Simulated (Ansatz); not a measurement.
## C2BrF2I, SMILES FC(F)=C(Br)I: a geometry optimisation

Program: the Ansatz DFT code, driven from Python.

`run_opt.py`:
```python
"""Minimum-energy structure of C2BrF2I."""

import itertools

import ansatz as az
from ase.data import atomic_numbers, covalent_radii
import numpy as np

geometry_ang = [
    ("F", (1.1398, -1.5755, -0.2367)),
    ("C", (0.1909, -0.6997, 0.3232)),
    ("F", (-0.4054, -1.0584, 1.4819)),
    ("C", (-0.0476, 0.4758, -0.2662)),
    ("Br", (0.6437, 0.9977, -1.9033)),
    ("I", (-1.4794, 1.7961, 0.5549)),
]
system = az.Crystal.molecule()
for symbol, xyz in geometry_ang:
    system = system.atom(symbol, xyz)

model = system.calculation()
model = model.basis(gaussian="def2-SVP")
model = model.functional("hf")
symbols = [site.symbol for site in system.cartesian_sites]
start = np.array([site.position_ang for site in system.cartesian_sites], dtype=float)
def progress(event):
    if event["event"] == "relax_step":
        row = event["data"]
        print(f"step {row['step']:3d}  E = {row['lagrangian_ev']:.6f} eV  largest force component {row['allowed_force_max_ev_ang']:.4f} eV/A")


summary = model.relax(force_tolerance=0.01).session().plan().execute(on_event=progress).report
end = np.array(summary["positions_ang"])

print(f"E = {summary['free_energy_ev']:.6f} eV = {summary['free_energy_ev'] / 27.211386246:.7f} Ha")
print("converged:", summary["converged"], " doubts:", summary["published_state_doubts"] or "none")

# pairs closer than 1.2 times the sum of covalent radii, before or after
radius = [covalent_radii[atomic_numbers[s]] for s in symbols]
span = lambda where, i, j: np.linalg.norm(where[i] - where[j])
bonded = [(i, j) for i, j in itertools.combinations(range(len(symbols)), 2) if min(span(start, i, j), span(end, i, j)) < 1.2 * (radius[i] + radius[j])]
print("pair        before    after (A)")
for i, j in bonded:
    print(f"{symbols[i]}{i}-{symbols[j]}{j}".ljust(10), f"{span(start, i, j):8.4f} {span(end, i, j):8.4f}")

charges = summary["charge_distribution"]
print("dipole moment", round(4.803205 * float(np.linalg.norm(charges["dipole_moment_e_ang"])), 3), "D")
print("Mulliken:", [(s, round(q, 3)) for s, q in zip(symbols, charges["mulliken_charges_e"])])
```

Running `python run_opt.py` prints:
```text
step   1  E = -85527.024223 eV  largest force component 3.4790 eV/A
step   2  E = -85527.387944 eV  largest force component 2.0045 eV/A
step   3  E = -85527.631081 eV  largest force component 1.2413 eV/A
step   4  E = -85527.657895 eV  largest force component 0.3188 eV/A
step   5  E = -85527.666192 eV  largest force component 0.0335 eV/A
step   6  E = -85527.666351 eV  largest force component 0.0185 eV/A
step   7  E = -85527.666422 eV  largest force component 0.0019 eV/A
E = -85527.666422 eV = -3143.0837683 Ha
converged: True  doubts: none
pair        before    after (A)
F0-C1        1.4075   1.2868
C1-F2        1.3516   1.2875
C1-C3        1.3364   1.3174
C3-Br4       1.8521   1.8779
C3-I5        2.1136   2.0906
dipole moment 0.479 D
Mulliken: [('F', -0.235), ('C', 0.761), ('F', -0.238), ('C', -0.503), ('Br', 0.022), ('I', 0.193)]
```

Reading the output:
- Total energies depend on the basis set; only differences at equal settings carry meaning.
- The end point is the stationary point reached from this start; no frequency run checks that it is a minimum, and the basis set is modest.
- def2 sets replace the cores of elements past krypton by effective core potentials.
- The whole script took 42 s on 1 thread of Arm Neoverse V1, on a shared host, peak memory 0.38 GiB.

(Lines on the test bed's own set-up are left out of the output.)
